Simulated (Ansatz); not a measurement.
Relaxation of a periodic cell of 63 atoms, Si62P (host Si, host structure diamond, dopant P, one Si atom removed), cell charge +1, to a largest force component of 0.03 eV/Å in at most 60 steps.

Theory: DFT LDA, scalar-relativistic, plane waves, PAW (Ansatz). Settings: PAW set soft_1, cutoff 420 eV, k mesh 1x1x1, fermi-dirac smearing 0.05 eV, no spin polarisation.

```xyz
63
Lattice="10.8600 0.0000 0.0000 0.0000 10.8600 0.0000 0.0000 0.0000 10.8600" Properties=species:S:1:pos:R:3
Si 5.430 -0.044 -0.044
Si 6.771 1.395 1.303
Si 8.176 2.700 0.022
Si 9.575 4.057 1.310
P 8.202 -0.049 2.710
Si 9.513 1.321 4.098
Si -0.037 -0.038 -0.002
Si 1.362 1.331 1.369
Si 2.725 2.675 -0.003
Si 4.064 4.080 1.283
Si 5.422 5.415 0.055
Si 6.765 6.803 1.393
Si 8.165 8.157 0.000
Si 2.674 -0.020 2.708
Si 4.087 1.304 4.062
Si 5.449 2.709 2.713
Si 6.812 4.052 4.004
Si 8.165 5.434 2.753
Si 9.491 6.800 4.046
Si 5.408 -0.016 5.448
Si 6.759 1.321 6.800
Si 8.173 2.696 5.464
Si 9.495 4.077 6.742
Si 8.136 0.042 8.141
Si 9.505 1.269 9.459
Si -0.032 5.402 0.017
Si 1.387 6.772 1.371
Si 2.675 8.144 0.010
Si 4.106 9.458 1.353
Si 0.020 2.683 2.693
Si 1.368 4.118 4.057
Si 2.716 5.456 2.686
Si 4.092 6.780 4.121
Si 5.422 8.196 2.764
Si 6.783 9.498 4.037
Si 0.006 0.033 5.438
Si 1.324 1.343 6.802
Si 2.760 2.689 5.431
Si 4.046 4.038 6.777
Si 5.448 5.446 5.394
Si 6.793 6.749 6.742
Si 8.075 8.110 5.417
Si 9.517 9.503 6.802
Si 2.712 0.025 8.128
Si 4.075 1.401 9.511
Si 5.421 2.685 8.107
Si 6.796 3.965 9.537
Si 8.117 5.428 8.132
Si 9.493 6.798 9.492
Si -0.043 8.143 2.719
Si 1.419 9.526 4.079
Si 0.007 5.453 5.456
Si 1.400 6.788 6.735
Si 2.720 8.169 5.472
Si 4.014 9.503 6.786
Si -0.009 2.699 8.130
Si 1.345 4.088 9.550
Si 2.742 5.429 8.121
Si 4.104 6.763 9.507
Si 5.448 8.131 8.145
Si 6.779 9.492 9.486
Si -0.013 8.166 8.112
Si 1.386 9.509 9.478
```

Q: Where does it end, and by what steps?

A: It converged. Limits of this set-up: coarse k mesh, PAW files made for another functional, no spin, though dangling bonds at a vacancy may carry it, a typed lattice constant that wasn't relaxed here, charged cell in a uniform background, uncorrected. After 4 steps the energy has fallen by 1.354 eV; Si2 moved furthest, 0.16 Å.

| step | energy less start (eV) | largest force component (eV/Å) | accepted |
| --- | --- | --- | --- |
| 0 | 0.0000 | 1.301 | yes |
| 1 | -1.2133 | 0.389 | yes |
| 2 | -1.3386 | 0.187 | yes |
| 3 | -1.3247 | 0.215 | no |
| 4 | -1.3544 | 0.024 | yes |

```xyz
63
Lattice="10.8600 0.0000 0.0000 0.0000 10.8600 0.0000 0.0000 0.0000 10.8600" Properties=species:S:1:pos:R:3
Si 5.458 -0.011 0.041
Si 6.798 1.341 1.447
Si 8.149 2.681 0.040
Si 9.502 4.073 1.354
P 8.164 -0.024 2.695
Si 9.411 1.341 4.060
Si 0.034 -0.060 -0.037
Si 1.318 1.313 1.369
Si 2.710 2.682 -0.009
Si 4.071 4.067 1.355
Si 5.457 5.428 -0.009
Si 6.825 6.820 1.369
Si 8.198 8.105 -0.037
Si 2.713 -0.004 2.715
Si 4.052 1.366 4.084
Si 5.418 2.722 2.741
Si 6.774 4.088 4.084
Si 8.143 5.425 2.713
Si 9.489 6.818 4.032
Si 5.419 0.022 5.439
Si 6.773 1.366 6.806
Si 8.117 2.721 5.439
Si 9.502 4.067 6.785
Si 8.143 -0.004 8.144
Si 9.488 1.313 9.539
Si 0.015 5.395 -0.018
Si 1.371 6.766 1.320
Si 2.743 8.123 -0.017
Si 4.065 9.497 1.355
Si -0.043 2.682 2.707
Si 1.340 4.052 4.054
Si 2.721 5.417 2.714
Si 4.086 6.800 4.054
Si 5.458 8.183 2.707
Si 6.799 9.588 4.060
Si -0.043 -0.011 5.400
Si 1.339 1.336 6.772
Si 2.699 2.714 5.433
Si 4.070 4.070 6.788
Si 5.425 5.440 5.433
Si 6.802 6.800 6.772
Si 8.150 8.180 5.400
Si 9.502 9.496 6.790
Si 2.721 -0.005 8.136
Si 4.085 1.336 9.518
Si 5.424 2.715 8.159
Si 6.804 4.054 9.518
Si 8.144 5.417 8.135
Si 9.537 6.766 9.485
Si 0.035 8.103 2.662
Si 1.320 9.510 4.032
Si 0.008 5.428 5.401
Si 1.366 6.772 6.762
Si 2.710 8.131 5.401
Si 4.071 9.497 6.785
Si 0.006 2.682 8.148
Si 1.367 4.042 9.490
Si 2.720 5.418 8.137
Si 4.096 6.771 9.490
Si 5.456 8.132 8.148
Si 6.825 9.510 9.538
Si 0.014 8.125 8.114
Si 1.372 9.460 9.485
```

Whether the end is a true minimum wasn't checked by a vibrational analysis.

Run time: 19 s on 4 threads of Arm Neoverse V2, with other jobs on the host, peak memory 0.96 GiB.
